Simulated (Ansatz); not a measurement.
**Ag3F in Ansatz: the effect of strain**

The system is Ag3F.

```
Ag F
1.0
     0.00000    3.21609    3.15177
     3.21609    0.00000    3.15177
     3.21609    3.21609    0.00000
Ag F
3 1
Direct
  0.25000 0.25000 0.25000
  0.75000 0.75000 0.75000
  0.50000 0.50000 0.50000
  0.00000 0.00000 0.00000
```

The cell was built by a generator and needn't be a form met in nature.

The cell isn't the ideal one: strained by -2 %.

Alike in all runs:

- Program: Ansatz 0.2.0
- Task: relaxation of the atoms
- Functional: PBE
- Potentials or basis: Ansatz PAW
- Cutoff: 420 eV (not typed: the program's choice for these potentials)
- k mesh: 5 × 5 × 5
- Occupations: fermi-dirac, width 0.05 eV
- Spin: no spin polarisation

Each run relaxes the cell or the atoms first.

| strain | pressure (GPa) |
| --- | --- |
| -0.02 | 1.5 |
| -0.01 | 0.7 |
| 0.01 | ? |

Q: What does the run with strain 0.01 give?

A: Pressure -0.8 GPa.

Caveats: the relaxation stopped at its first step, so nothing moved; the thresholds are loose for stress.
